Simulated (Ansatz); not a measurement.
Working through an active-space calculation of BrF

Program: the Python package of Ansatz (0.2.0).

Typed at the interpreter:
```pycon
>>> import ansatz as az
>>> from ase import Atoms
>>> params = {
...     "basis_set": "def2-SVP",
... }
>>> atoms = Atoms(["Br", "F"], positions=[
...     (0.0, 0.0, 0.0),
...     (0.0, 0.0, 1.73),
... ])
>>> system = az.Crystal.molecule_from_ase(atoms)
>>> calc = (
...     system.calculation()
...     .basis(gaussian=params["basis_set"])
...     .correlation(active_electrons=2, active_orbitals=3)
... )
>>> for method in [None, "sc_nevpt2", "fic_mrcisd_q"]:
...     summary = (calc if method is None else calc.correlation(method)).run(threads=1, pin="off").report
...     space = summary["configurations"]
...     state = space["states"][0]
...     print(method or "casscf", f"total {summary['free_energy_ev'] / 27.211386246:.6f} Ha, active-space state {state['energy']['hartree']:.6f} Ha, mean field {summary['reference_energy_ev'] / 27.211386246:.6f} Ha")
...     print("  determinants", state["n_determinants"], " natural occupations", [round(n, 3) for n in space["natural_occupations"]])
...
casscf total -2671.408361 Ha, active-space state -2671.408361 Ha, mean field -2671.375020 Ha
  determinants 9  natural occupations [1.95, 0.049, 0.001]
RunWarning: the results are in doubt because another end's mean lies 0.613 eV lower, and its corrected mean 0.018 eV higher
sc_nevpt2 total -2671.790070 Ha, active-space state -2671.385837 Ha, mean field -2671.375020 Ha
  determinants 5  natural occupations [1.985, 0.011, 0.004]
fic_mrcisd_q total -2671.802779 Ha, active-space state -2671.408355 Ha, mean field -2671.375020 Ha
  determinants 9  natural occupations [1.95, 0.049, 0.001]
>>> print("effectively unpaired electrons, sum of min(n, 2 - n):", round(sum(min(n, 2 - n) for n in space["natural_occupations"]), 3))
effectively unpaired electrons, sum of min(n, 2 - n): 0.1
```

Total energies depend on the basis set; only differences at equal settings carry meaning. Warnings are shown shortened and without file and line. The geometry is a force-field or estimated start, not a minimum of this method, and the basis set is short of its limit. The active space starts as a window about the frontier orbitals and is then optimised, not chosen by chemistry. The spin state was assumed, and another may lie lower. A lower CASSCF solution was found and passed over, so the printed active-space state isn't the lowest. Finished in 8.9 s on 1 thread of Intel(R) Xeon(R) Platinum 8488C (Sapphire Rapids), with other jobs on the host, peak memory 0.2 GiB.

(Lines on the test bed's own set-up are left out of the output.)
